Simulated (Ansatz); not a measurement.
# FGeH3O: the cost of one run

Program: Ansatz 0.2.0. Level of theory: RKS LDA/def2-SVP. These are calculated values, not measurements.

**1. The structure to begin with**

Bond lengths: Ge1–F2 1.880 Å, Ge1–H3 1.750 Å, Ge1–O4 1.769 Å, O4–H5 1.010 Å, Ge1–H6 1.549 Å. Angles: F2–Ge1–H3 41.0°, F2–Ge1–O4 122.9°, F2–Ge1–H6 122.9°, H3–Ge1–O4 122.5°, H3–Ge1–H6 122.5°, O4–Ge1–H6 109.5°, Ge1–O4–H5 109.5°.

As a file:

```xyz
6

Ge    0.0000    0.0000    0.0000
F     1.0779    0.0000    1.5402
H     1.6981    0.0000    0.4233
O    -0.8337    1.4443   -0.5894
H    -1.7915    1.2136   -0.8118
H    -0.7300   -1.2648   -0.5162
```

**2. Pulling towards end A**

Springs on the bonds that form and break draw the guess towards this end; the thresholds are loose.

input.yaml

```yaml
crystal:
  periodic: [false, false, false]
  atoms:
    - { symbol: Ge, position_ang: [0.0, 0.0, 0.0] }
    - { symbol: F, position_ang: [1.0779, 0.0, 1.5402] }
    - { symbol: H, position_ang: [1.6981, 0.0, 0.4233] }
    - { symbol: O, position_ang: [-0.8337, 1.4443, -0.5894] }
    - { symbol: H, position_ang: [-1.7915, 1.2136, -0.8118] }
    - { symbol: H, position_ang: [-0.73, -1.2648, -0.5162] }
basis:
  gaussian: { orbitals: def2-SVP }
hamiltonian:
  xc: lda
relax:
  f_tol: 0.15
  max_steps: 25
  restrain:
    - { distance: [1, 2], at: 2.12, k: 30.0 }
    - { distance: [0, 1], at: 1.68, k: 30.0 }
    - { distance: [0, 2], at: 1.55, k: 30.0 }
```

Run with:

```
$ ansatz run input.yaml --threads 1 --pin off --max-ram 2048MiB --backend cpu --events-out ev --progress --plain --runs-dir out
```

**Question.** How long does this run take on 1 thread of Arm Neoverse V2, shared host, and how much memory does it need?

About 8.9 s, with a peak of 0.13 GiB.
